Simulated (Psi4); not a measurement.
# [BF4]− (tetrafluoroborate) at B2PLYP/aug-cc-pVDZ (density fitting for correlation)

What is the energy change on altering one bond length of [BF4]− (tetrafluoroborate) at B2PLYP/aug-cc-pVDZ (density fitting for correlation)? Input form: a QCSchema input.

Program for the calculation: Psi4 1.11.

2 further runs of the same task are left out: 2 set aside as unsound or not needed. Runs told in other sessions of the task aren't counted.

### 1 Starting point

The species is [BF4]− (5 atoms), meant as a singlet with charge -1. As SMILES, `F[B-](F)(F)F`. The shape is that of a PBE0-D4/def2-TZVPD optimisation.

Bond lengths: F1–B2 1.406 Å, B2–F3 1.406 Å, B2–F4 1.406 Å, B2–F5 1.406 Å. Angles: F1–B2–F3 109.5°, F1–B2–F4 109.5°, F1–B2–F5 109.5°, F3–B2–F4 109.5°, F3–B2–F5 109.5°, F4–B2–F5 109.5°.

### 2 The energy at B2PLYP/aug-cc-pVDZ (density fitting for correlation)

Input file input.json:

```json
{
 "schema_name": "qcschema_input",
 "schema_version": 1,
 "molecule": {
  "schema_name": "qcschema_molecule",
  "schema_version": 2,
  "symbols": ["F", "B", "F", "F", "F"],
  "geometry": [-0.10790336, -0.07596699, 2.65317548, 0.0, 0.0, 0.00018897, 1.79316112, -1.75933502, -0.86398278, -2.38577923, -0.60301161, -1.00098793, 0.70052147, 2.43831362, -0.78839374],
  "molecular_charge": -1,
  "molecular_multiplicity": 1,
  "fix_symmetry": "c1",
  "fix_com": true,
  "fix_orientation": true
 },
 "driver": "energy",
 "model": {
  "method": "b2plyp",
  "basis": "aug-cc-pVDZ"
 },
 "keywords": {
  "reference": "rks",
  "puream": true,
  "e_convergence": 1e-09,
  "d_convergence": 1e-08,
  "scf_type": "pk",
  "dft_radial_points": 99,
  "dft_spherical_points": 590,
  "num_frozen_docc": 5
 }
}
```

Launch:

```console
$ psi4 --qcschema input.json -n 1 --memory 2200MB
```

stdout (excerpt; [...] marks lines left out):

```text
[...]
  Running in c1 symmetry.
[...]
  Nuclear repulsion =  179.786669173934229
[...]
  Multiplicity = 1
[...]
  Nalpha       = 21
  Nbeta        = 21
[...]
    Number of basis functions: 115
[...]
   @RKS iter   1:  -423.84121219335378   -9.88091e-01   6.11597e-03 ADIIS/DIIS
[...]
   @RKS iter   9:  -424.00497269780345   -1.81331e-11   1.60966e-09 DIIS
[...]
    Orbital Energies [Eh]
    ---------------------
    Doubly Occupied:
       1A    -25.134890     2A    -25.134836     3A    -25.134833
       4A    -25.134830     5A     -7.030658     6A     -1.173326
       7A     -1.115742     8A     -1.115674     9A     -1.115665
      10A     -0.461682    11A     -0.396347    12A     -0.396322
      13A     -0.396318    14A     -0.311021    15A     -0.311019
      16A     -0.283182    17A     -0.283161    18A     -0.283160
      19A     -0.252896    20A     -0.252895    21A     -0.252872
[...]
  @RKS Final Energy:  -424.00497269780345
   => Energetics <=
    Nuclear Repulsion Energy =            179.7866691739342286
    One-Electron Energy =                -959.7091268977559366
    Two-Electron Energy =                 378.0830730941219144
    DFT Exchange-Correlation Energy =     -22.1655880681036450
    Empirical Dispersion Energy =           0.0000000000000000
    VV10 Nonlocal Energy =                  0.0000000000000000
    Total Energy =                       -424.0049726978034528
[...]
 Multipole Moments:
 ------------------------------------------------------------------------------------
     Multipole            Electronic (a.u.)      Nuclear  (a.u.)        Total (a.u.)
 ------------------------------------------------------------------------------------
 L = 1.  Multiply by 2.5417464519 to convert [e a0] to [Debye]
 Dipole X            :          0.0000265           -0.0000000            0.0000265
 Dipole Y            :         -0.0000456            0.0000000           -0.0000456
 Dipole Z            :          0.0013074           -0.0007559            0.0005515
 Magnitude           :                                                    0.0005540
[...]
```

The result, in JSON:

```text
{
 "driver": "energy",
 "model": {
  "method": "b2plyp",
  "basis": "aug-cc-pVDZ"
 },
 "success": true,
 "return_result": -424.3001687974039,
 "properties": {
  "calcinfo_nbasis": 115,
  "calcinfo_nmo": 115,
  "calcinfo_nalpha": 21,
  "calcinfo_nbeta": 21,
  "calcinfo_natom": 5,
  "nuclear_repulsion_energy": 179.78666917393423,
  "return_energy": -424.3001687974039,
  "scf_one_electron_energy": -959.7091268977559,
  "scf_two_electron_energy": 378.0830730941219,
  "scf_xc_energy": -22.165588068103645,
  "scf_dipole_moment": [2.6498898914650848e-05, -4.558311157201733e-05, 0.0005515339220429905],
  "scf_total_energy": -424.00497269780345,
  "scf_iterations": 9
 }
}
```

It took 25 s on 1 thread of Intel Xeon Platinum 8259CL at 2.50GHz (Skylake/Cascade Lake), shared host; peak memory 0.78 GiB.

### 3 The distorted shape, same level

Input file job.json:

```json
{
  "schema_name": "qcschema_input",
  "schema_version": 1,
  "molecule": {
    "schema_name": "qcschema_molecule",
    "schema_version": 2,
    "symbols": ["F", "B", "F", "F", "F"],
    "geometry": [-0.16185882, -0.11395238, 3.97975566, 0.0, 0.0, 0.00018897, 1.79316112, -1.75933502, -0.86398278, -2.38577923, -0.60301161, -1.00098793, 0.70052147, 2.43831362, -0.78839374],
    "molecular_charge": -1,
    "molecular_multiplicity": 1,
    "fix_symmetry": "c1",
    "fix_com": true,
    "fix_orientation": true
  },
  "driver": "energy",
  "model": {
    "method": "b2plyp",
    "basis": "aug-cc-pVDZ"
  },
  "keywords": {
    "puream": true,
    "e_convergence": 1e-09,
    "d_convergence": 1e-08,
    "scf_type": "pk",
    "dft_radial_points": 99,
    "dft_spherical_points": 590,
    "num_frozen_docc": 5
  }
}
```

Launch:

```console
$ psi4 --qcschema job.json -n 1 --memory 2200MB
```

stdout (excerpt; [...] marks lines left out):

```text
[...]
  Running in c1 symmetry.
[...]
  Nuclear repulsion =  162.495189977687630
[...]
  Multiplicity = 1
[...]
  Nalpha       = 21
  Nbeta        = 21
[...]
    Number of basis functions: 115
[...]
   @RKS iter   1:  -423.72829694945949   -1.23687e+00   6.54768e-03 DIIS/ADIIS
[...]
   @RKS iter  11:  -423.92504145068364   -3.41061e-13   7.87468e-09 DIIS
[...]
    Orbital Energies [Eh]
    ---------------------
    Doubly Occupied:
       1A    -25.194018     2A    -25.194013     3A    -25.194010
       4A    -25.069279     5A     -7.122647     6A     -1.212846
       7A     -1.168125     8A     -1.168115     9A     -0.997417
      10A     -0.500371    11A     -0.435042    12A     -0.435039
      13A     -0.392724    14A     -0.348231    15A     -0.348230
      16A     -0.319700    17A     -0.319696    18A     -0.304028
      19A     -0.210065    20A     -0.198956    21A     -0.198956
[...]
  @RKS Final Energy:  -423.92504145068364
   => Energetics <=
    Nuclear Repulsion Energy =            162.4951899776876303
    One-Electron Energy =                -924.3037869314746331
    Two-Electron Energy =                 359.9644318743613098
    DFT Exchange-Correlation Energy =     -22.0808763712579754
    Empirical Dispersion Energy =           0.0000000000000000
    VV10 Nonlocal Energy =                  0.0000000000000000
    Total Energy =                       -423.9250414506836364
[...]
 Multipole Moments:
 ------------------------------------------------------------------------------------
     Multipole            Electronic (a.u.)      Nuclear  (a.u.)        Total (a.u.)
 ------------------------------------------------------------------------------------
 L = 1.  Multiply by 2.5417464519 to convert [e a0] to [Debye]
 Dipole X            :          0.5534839           -0.4855991            0.0678848
 Dipole Y            :          0.3895960           -0.3418685            0.0477275
 Dipole Z            :        -13.6063893           11.9384657           -1.6679236
 Magnitude           :                                                    1.6699867
[...]
```

The result, in JSON:

```text
{
 "driver": "energy",
 "model": {
  "method": "b2plyp",
  "basis": "aug-cc-pVDZ"
 },
 "success": true,
 "return_result": -424.2295084595997,
 "properties": {
  "calcinfo_nbasis": 115,
  "calcinfo_nmo": 115,
  "calcinfo_nalpha": 21,
  "calcinfo_nbeta": 21,
  "calcinfo_natom": 5,
  "nuclear_repulsion_energy": 162.49518997768763,
  "return_energy": -424.2295084595997,
  "scf_one_electron_energy": -924.3037869314746,
  "scf_two_electron_energy": 359.9644318743613,
  "scf_xc_energy": -22.080876371257975,
  "scf_dipole_moment": [0.06788479428912675, 0.0477275395357013, -1.6679236042922714],
  "scf_total_energy": -423.92504145068364,
  "scf_iterations": 11
 }
}
```

It took 26 s on 1 thread of Intel Xeon Platinum 8259CL at 2.50GHz (Skylake/Cascade Lake), shared host; peak memory 0.77 GiB.

### 4 Summary of results

At B2PLYP/aug-cc-pVDZ (density fitting for correlation), 5 core orbitals frozen:

```
                                                              quantity          value
                                             first shape: total energy  -424.30017 Eh
                        first shape: HOMO energy (SCF part's orbitals)       -6.88 eV
                        first shape: LUMO energy (SCF part's orbitals)        4.56 eV
    first shape: HOMO–LUMO gap (to an unbound level, set by the basis)       11.44 eV
                                         distorted shape: total energy  -424.22951 Eh
                    distorted shape: HOMO energy (SCF part's orbitals)       -5.41 eV
                    distorted shape: LUMO energy (SCF part's orbitals)        4.32 eV
distorted shape: HOMO–LUMO gap (to an unbound level, set by the basis)        9.74 eV
     energy change with the F1–B2 bond stretched from 1.406 to 2.108 Å       1.923 eV
```

In words: With the F1–B2 bond stretched from 1.406 to 2.108 Å the energy rises by 1.92 eV (44 kcal/mol). The first shape isn't relaxed at this level, so the change isn't measured from a minimum.
